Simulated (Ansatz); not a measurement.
# SnTe: the cost of one run

Program: Ansatz 0.2.0. Level of theory: DFT PBEsol, scalar-relativistic, plane waves, PAW. These are calculated values, not measurements.

1 further run of the same task is left out (set aside as unsound or not needed).

**1. The structure to begin with**

Symmetry: Fm-3m, No. 225, cubic system. Conventional cell: a = 6.313 Å, b = 6.313 Å, c = 6.313 Å, α = 90.00°, β = 90.00°, γ = 90.00°. Sn (site symmetry m-3m) has 6 Te at 3.16 Å as nearest neighbours. Te (site symmetry m-3m) has 6 Sn at 3.16 Å as nearest neighbours.

As a file:

```cif
data_structure
_symmetry_space_group_name_H-M 'P 1'
_symmetry_Int_Tables_number 1
_cell_length_a 4.4640
_cell_length_b 4.4640
_cell_length_c 4.4640
_cell_angle_alpha 60.000
_cell_angle_beta 60.000
_cell_angle_gamma 60.000
_cell_volume 62.90
loop_
_atom_site_label
_atom_site_type_symbol
_atom_site_fract_x
_atom_site_fract_y
_atom_site_fract_z
_atom_site_occupancy
Sn1 Sn 0.00000 0.00000 0.00000 1
Te1 Te 0.50000 0.50000 0.50000 1
```

Source of the structure: the Crystallography Open Database.

(A quick probe on a coarse mesh, which set the mesh and smearing, is not shown.)

**3. The relaxation**

input.yaml

```yaml
crystal:
  lattice:
    - [0.0, 3.1565, 3.1565]
    - [3.1565, 0.0, 3.1565]
    - [3.1565, 3.1565, 0.0]
  atoms:
    - { symbol: Sn, position: [0.0, 0.0, 0.0] }
    - { symbol: Te, position: [0.5, 0.5, 0.5] }
basis:
  ecutwfc: 420
kpoints:
  mp_grid: { grid: [10, 10, 10] }
hamiltonian:
  xc: pbesol
scf:
  occupations: { method: gaussian, width: 0.01 }
output:
  forces: true
  stress: true
  eigenvalues: true
relax:
  adjacent_minimum: "off"
  f_tol: 0.005
  max_steps: 80
  cell: { stress_tol: 0.05 }
```

Q: Estimate wall time and peak memory on 1 thread of an Arm CPU, shared host.

About 12 s, with a peak of 0.36 GiB.
